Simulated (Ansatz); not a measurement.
# LaTe: stress in a strained cell

LaTe is deformed so: zz strain of +2 %. What stress and forces result, by LAPW, PAW and all-electron datasets made for the crystal?

Program: Ansatz 0.2.0. Level of theory: DFT LDA, scalar-relativistic. These are calculated values, not measurements.

## (1) Starting point

Symmetry: Fm-3m, No. 225, cubic system. Conventional cell: a = 6.422 Å, b = 6.422 Å, c = 6.422 Å, α = 90.00°, β = 90.00°, γ = 90.00°. La (site symmetry m-3m) has 6 Te at 3.21 Å as nearest neighbours. Around Te (site symmetry m-3m) lie 6 La at 3.21 Å.

Structure file:

```xyz
2
Lattice="0.0000 3.2110 3.2110 3.2110 0.0000 3.2110 3.2110 3.2110 0.0000" Properties=species:S:1:pos:R:3 pbc="T T T"
La    0.0000    0.0000    0.0000
Te    3.2110    3.2110    3.2110
```

Atoms are numbered in the order of the input: La1, Te2.

## (2) The deformed structure

Space group Fm-3m before, I4/mmm after.

## (3) All-electron LAPW

Contents of input.yaml:

```yaml
crystal:
  lattice:
    - [0.0, 3.211, 3.27522]
    - [3.211, 0.0, 3.27522]
    - [3.211, 3.211, 0.0]
  atoms:
    - { symbol: La, position: [0.0, 0.0, 0.0] }
    - { symbol: Te, position: [0.5, 0.5, 0.5] }
kpoints:
  mp_grid: { grid: [10, 10, 10] }
  band_path:
    path:
      - [0.0, 0.0, 0.0]
      - [0.0, 0.5, 0.5]
      - [0.25, 0.75, 0.5]
      - [0.0, 0.5, 0.0]
      - [0.0, 0.0, 0.0]
      - [0.5, 0.5, 0.0]
      - [0.3701460977, 0.6298539023, 0.0]
      - [-0.3701460977, 0.3701460977, 0.0]
      - [0.0, 0.0, 0.0]
    npoints: 5
scf:
  occupations: { method: fermi_dirac, width: 0.08 }
hamiltonian:
  xc: lda
  pseudopotentials: { kind: all_electron, lapw: { basis_error: 0.001 } }
output:
  forces: true
  stress: true
  eigenvalues: true
```

Launch:

```
$ ansatz run input.yaml --threads 1 --pin off --max-ram 3072MiB --backend cpu --events-out ev --progress --plain --runs-dir out
```

## (4) PAW with frozen cores

Contents of input.yaml:

```yaml
crystal:
  lattice:
    - [0.0, 3.211, 3.27522]
    - [3.211, 0.0, 3.27522]
    - [3.211, 3.211, 0.0]
  atoms:
    - { symbol: La, position: [0.0, 0.0, 0.0] }
    - { symbol: Te, position: [0.5, 0.5, 0.5] }
kpoints:
  mp_grid: { grid: [10, 10, 10] }
scf:
  occupations: { method: fermi_dirac, width: 0.08 }
hamiltonian:
  xc: lda
  pseudopotentials: { kind: paw }
output:
  forces: true
  stress: true
  eigenvalues: true
  efg: { contact_densities: true }
```

## (5) All-electron PAW on datasets made for the crystal

input.yaml: that of step 4 with these lines changed.

```diff
@@ -14,3 +14,3 @@
   xc: lda
-  pseudopotentials: { kind: paw }
+  pseudopotentials: { kind: all_electron, datasets: crystal }
 output:
```

(Steps that only read results are left out.)

Before running it: what results should come out? Wanted: pressure; largest shear or deviatoric stress.

As calculated:

| quantity | value |
| --- | --- |
| pressure | LAPW -3.13, PAW -3.16, crystal datasets -3.13 GPa |
| largest shear or deviatoric stress (LAPW) | 1.53 GPa |

What this shows: The largest part of the stress beyond the pressure is 1.53 GPa in size, in the zz component; the atoms are carried along and not relaxed. No run of the undeformed cell stands beside it, so the pressure holds what the given cell had before the change. PAW: stress within 0.03 GPa of LAPW. Crystal datasets: stress within 0.01 GPa of LAPW. Spin-orbit coupling is left out, though the cell holds La; in elements this heavy it can shift bands and gaps by tenths of an eV.
